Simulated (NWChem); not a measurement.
**SiHF3 (SMILES F[SiH](F)F): B3LYP/pcseg-2**

What is the electronic atomisation energy of SiHF3 at B3LYP/pcseg-2? 

Program for the calculation: NWChem 7.3.0.

### Step 1. The system as given

SiHF3 has 5 atoms, charge 0, and is taken as a singlet. SMILES: `F[SiH](F)F`. Geometry: relaxed at PBE0-D4/def2-TZVP.

Bond lengths: F1–Si2 1.573 Å, Si2–F3 1.573 Å, Si2–F4 1.573 Å, Si2–H5 1.461 Å. Angles: F1–Si2–F3 108.3°, F1–Si2–F4 108.3°, F3–Si2–F4 108.3°, F1–Si2–H5 110.7°, F3–Si2–H5 110.7°, F4–Si2–H5 110.7°.

### Step 2. A single-point energy at B3LYP/pcseg-2 (run 1)

File m1.nw:

```
START m1
TITLE "F3HSi energy"
memory 2200 mb

GEOMETRY units angstrom noautosym nocenter noautoz
  F     -0.447100    -0.082200     1.491300
  Si     0.040700     0.001700    -0.001800
  F     -0.597100     1.281400    -0.657200
  F     -0.495900    -1.263300    -0.767200
  H      1.499400     0.062400    -0.065100
END

BASIS spherical bse
  F library pcseg-2
  Si library pcseg-2
  H library pcseg-2
END

DFT
  xc b3lyp
  grid fine
  convergence energy 1e-08
  maxiter 100
  mulliken
  print low
END

TASK dft energy
```

Started as:

```
$ nwchem m1.nw > m1.out
```

Log:

```text
[...]
 d= 0,ls=0.0,diis     1   -589.8998371119 -7.78D+02  7.22D-03  1.19D+00     8.5
[...]
 d= 0,ls=0.0,diis     8   -590.0034563810  5.90D-10  2.68D-07  1.56D-08    53.5
         Total DFT energy =     -590.003456381041
      One electron energy =    -1195.287384039761
           Coulomb energy =      469.799141026978
    Exchange-Corr. energy =      -52.923077417801
 Nuclear repulsion energy =      188.407864049543
[...]
      Total Density - Mulliken Population Analysis
     ---------------------------------------------
    Atom       Charge   Shell Charges
 -----------   ------   -------------------------------------------------------
    1 F    9     9.39   2.00  0.64  0.94  0.35  2.40  2.24  0.82  0.00  0.01  0.00
    2 Si  14    12.66   2.01  0.45  1.53  0.72  0.13  5.91  0.59  0.71  0.04  0.03  0.47  0.08
    3 F    9     9.39   2.00  0.64  0.94  0.35  2.40  2.24  0.82  0.00  0.01  0.00
    4 F    9     9.39   2.00  0.64  0.94  0.35  2.40  2.24  0.82  0.00  0.01  0.00
    5 H    1     1.16   0.41  0.58  0.16  0.00  0.01  0.00
[...]
```

It took 54 s on 1 thread of Intel Xeon Platinum 8175M at 2.50GHz (Skylake/Cascade Lake), shared host; peak memory 0.12 GiB.

### Step 3. The F atom at the same level (run 2)

File f.nw:

```
echo
START f
TITLE "F"
memory 2200 mb
charge 0
GEOMETRY units angstrom noautosym nocenter noautoz
F        0.000000       0.000000       0.000000
END
BASIS spherical bse
F library pcseg-2
END
DFT
xc b3lyp
mult 2
grid fine
convergence energy 1e-08
iterations 100
mulliken
print low
END
TASK dft
```

Run the same way, it converges to -99.76892 Eh (log not shown).

### Step 4. The H atom (run 3)

File input.nw:

```
START input
memory total 2200 mb
charge 0

GEOMETRY units angstroms noautosym nocenter noautoz
   H      0.000000     0.000000     0.000000
END

BASIS spherical bse
   * library pcseg-2
END

DFT
   xc b3lyp
   mult 2
   grid fine
   convergence energy 1e-08
   iterations 100
   mulliken
   noprint "final vectors analysis"
END

TASK dft energy
```

Run the same way, it converges to -0.50237 Eh (log not shown).

### Step 5. The Si atom (run 4)

File test.nw:

```
start test
memory 2200 mb

geometry noautosym nocenter noautoz
   Si     0.000000     0.000000     0.000000
end

basis "ao basis" spherical bse
   * library pcseg-2
end

dft
   xc b3lyp
   mult 3
   grid fine
   convergence energy 1e-08
   maxiter 100
   mulliken
   noprint "final vectors analysis"
end

task dft energy
```

Run the same way, it converges to -289.39948 Eh (log not shown).

### Step 6. Overview of the runs

```
run           level  partner  energy (Eh)  wall time
  1   B3LYP/pcseg-2     base  -590.003456       54 s
  2  UB3LYP/pcseg-2    atoms   -99.768921      1.7 s
  3  UB3LYP/pcseg-2    atoms    -0.502373     0.81 s
  4  UB3LYP/pcseg-2    atoms  -289.399476      4.2 s
```

### Step 7. Summary of results

At B3LYP/pcseg-2:

| quantity | value |
| --- | --- |
| Si atom: total energy | -289.39948 Eh |
| Si atom: ⟨S²⟩ | 2.002 |
| electronic atomisation energy | 21.629 eV |

In words: Taking the molecule apart into free atoms costs 21.63 eV (2087 kJ/mol), before zero-point energy and without spin-orbit coupling. All runs together took 61 s, the longest 54 s.
